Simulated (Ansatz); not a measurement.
# WGe (singlet): wave-function methods side by side, def2-SVP

One table from this session's results is given with a row withheld; the runs are named, their logs left out.

Computed with Ansatz 0.2.0, Gaussian basis. Level: def2-SVP, core rule «outside noble gas», up to 18 orbitals frozen.

Plan: UHF; CCSD(T) on RHF; CISD; CCSDT(Q) on RHF; CCSDT(Q) on UHF; CASSCF and MRCISD+Q, 10 electrons in 10 orbitals; CASSCF and MRCISD+Q(relaxed), 10 electrons in 10 orbitals; CASSCF and NEVPT2, 10 electrons in 10 orbitals.

20 further runs of the same task are left out: 4 for a known fault of the program, 4 that didn't finish, 12 set aside as unsound or not needed.

### The geometry

The geometry is a PBE0/def2-TZVP stationary point (not a proven minimum) of the parent state, kept for this charge and spin. No spin-orbit coupling is included. Elements past krypton take def2 core potentials. The filled d shell of Ge may be among the frozen orbitals whatever the setting's name suggests; the logs give the count.

2 atoms, charge 0, spin multiplicity 1.

Atoms are counted from 1 here; the program's logs count them from 0.

Bond lengths: W1–Ge2 2.331 Å.

The first run:

File in.yaml:

```yaml
crystal:
  periodic: [false, false, false]
  atoms:
    - {symbol: W, position_ang: [0.000000, 0.000000, 0.000000]}
    - {symbol: Ge, position_ang: [0.000000, 0.000000, 2.331010]}
basis:
  gaussian: {orbitals: def2-SVP}
magnetization: {spin_polarized: true, initial_magnetization: 0}
hamiltonian: {xc: hf}
output: {orbitals: {seedname: orbitals}}
```

Run with:

```bash
$ ansatz run in.yaml --threads 1 --pin off --events-out ev --progress --plain --max-ram 2393MiB
```

Among the steps run: UHF; CCSD(T) on RHF; CISD; CCSDT(Q) on RHF; CCSDT(Q) on UHF; CASSCF and MRCISD+Q, 10 electrons in 10 orbitals; CASSCF and MRCISD+Q(relaxed), 10 electrons in 10 orbitals; CASSCF and NEVPT2, 10 electrons in 10 orbitals.

One table of the session follows, with a row left open; its other results are not shown here.

```
                   method  from RCCSDT(Q) (kcal/mol)
                      RHF                    +195.50
                      UHF                    +140.09
                     RMP2                          ?
                     CISD                     +51.80
                    RCCSD                     +25.44
                 RCCSD(T)                      +6.63
                   RCCSDT                      +5.39
                RCCSDT(Q)                          0
           CASSCF valence                     +96.23
           NEVPT2 valence                     +20.66
           MRCISD valence                      +9.15
         MRCISD+Q valence                      +1.32
MRCISD+Q(relaxed) valence                      +0.61
```

Q: Estimate the row for RMP2 from the others.

**Answer.** from RCCSDT(Q) (kcal/mol): +25.05. In the column «from RCCSDT(Q) (kcal/mol)» it lies between NEVPT2 valence (+20.66) and RCCSD (+25.44).

Not comparable, so not listed: CCSDT(Q) on UHF (they don't share determinant, frozen orbitals or solution with the rows shown, or repeat one).

Caveats from the session: The determinant is far from a pure spin state, so its energy mixes those of several spin states (harmless only where they are near-degenerate, as at dissociation). Warnings: restricted reference is unstable; spin contamination; coupled cluster took another determinant than the lowest; large T1 diagnostic.
